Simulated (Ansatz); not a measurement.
Working through a small convex hull of the Ca-Pd system

Computed with Ansatz 0.2.0, Python API.

Run as a notebook:

In [1]:
```python
from collections import Counter

import ansatz as az
import numpy as np
from scipy.spatial import ConvexHull
```

In [2]:
```python
PHASES = {
    "CaPd Pm-3m": (
        [[3.50569, 0.0, 0.0], [0.0, 3.50569, 0.0], [0.0, 0.0, 3.50569]],
        [
            ("Ca", [0.0, 0.0, 0.0]),
            ("Pd", [0.5, 0.5, 0.5]),
        ],
    ),
    "CaPd5 P6/mmm": (
        [[5.147, 0.0, 0.0], [-2.5735, 4.45743, 0.0], [0.0, 0.0, 4.224]],
        [
            ("Ca", [0.0, 0.0, 0.0]),
            ("Pd", [0.5, 0.0, 0.5]),
            ("Pd", [0.5, 0.5, 0.5]),
            ("Pd", [0.0, 0.5, 0.5]),
            ("Pd", [1 / 3, 2 / 3, 0.0]),
            ("Pd", [2 / 3, 1 / 3, 0.0]),
        ],
    ),
    "Ca": (
        [[0.0, 2.7942, 2.7942], [2.7942, 0.0, 2.7942], [2.7942, 2.7942, 0.0]],
        [
            ("Ca", [0.0, 0.0, 0.0]),
        ],
    ),
    "Pd": (
        [[0.0, 1.9465, 1.9465], [1.9465, 0.0, 1.9465], [1.9465, 1.9465, 0.0]],
        [
            ("Pd", [0.0, 0.0, 0.0]),
        ],
    ),
}
```

In [3]:
```python
def build(vectors, sites):
    crystal = az.Crystal(lattice=az.Lattice.of(vectors))
    for symbol, position in sites:
        crystal = crystal.atom(symbol, position)
    return crystal
```

In [4]:
```python
def run_phase(name, crystal):
    calc = (
        crystal.calculation()
        .functional("lda")
        .basis(420)
        .kpoints(spacing=0.3)
        .occupations("fermi_dirac", width=0.1)
    )
    calc = calc.relax(force_tolerance=0.01, max_steps=60, cell=True)
    return calc.run(threads=1)
```

In [5]:
```python
def counts(outcome):
    return Counter(site.symbol for site in outcome.lattice.sites)

def formation_energy(outcome, mu):
    n = counts(outcome)
    return (outcome.report["energy_sigma0_ev"] - sum(k * mu[element] for element, k in n.items())) / sum(n.values())
```

In [6]:
```python
phases = {name: build(*cell) for name, cell in PHASES.items()}
```

In [7]:
```python
done = {name: run_phase(name, crystal) for name, crystal in phases.items()}
```

In [8]:
```python
# chemical potentials of the elements at zero temperature
references = {"Ca": "Ca", "Pd": "Pd"}
mu = {element: done[name].report["energy_sigma0_ev"] / len(done[name].lattice.sites) for element, name in references.items()}
points = sorted((counts(o)["Pd"] / len(o.lattice.sites), formation_energy(o, mu), name) for name, o in done.items())
```

In [9]:
```python
xy = np.array([(x, e) for x, e, _ in points] + [(0.5, 10.0)])
hull = sorted(tuple(xy[i]) for i in ConvexHull(xy).vertices if xy[i, 1] < 5)
rows = [(name, x, e, e - np.interp(x, *zip(*hull))) for x, e, name in points]
print("| phase | x(Pd) | E_form (eV/atom) | above hull (eV/atom) |")
print("| --- | --- | --- | --- |")
for row in rows:
    print(f"| {row[0]} | {row[1]:.3f} | {row[2]:.4f} | {row[3]:.4f} |")
print("on the hull of these phases:", ", ".join(row[0] for row in rows if row[3] < 1e-6))
```
```text
| phase | x(Pd) | E_form (eV/atom) | above hull (eV/atom) |
| --- | --- | --- | --- |
| Ca | 0.000 | 0.0000 | 0.0000 |
| CaPd Pm-3m | 0.500 | -0.6389 | 0.0000 |
| CaPd5 P6/mmm | 0.833 | -0.3383 | 0.0000 |
| Pd | 1.000 | 0.0000 | 0.0000 |
on the hull of these phases: Ca, CaPd Pm-3m, CaPd5 P6/mmm, Pd
```

For the metals among these phases the mesh is modest: differences between phases can be off by up to 40 meV an atom. The cells come from databases of deposited and of computed structures, and not all need be stable phases. Differences under about 40 meV an atom lie within the error of mesh and functional, so such verdicts may flip; only the cells listed enter the hull. Run time: 29 s on 1 thread of Intel(R) Xeon(R) Platinum 8259CL CPU @ 2.50GHz (Skylake/Cascade Lake), on a shared host, peak memory 0.52 GiB.

(Lines on the test bed's own set-up are left out of the output.)
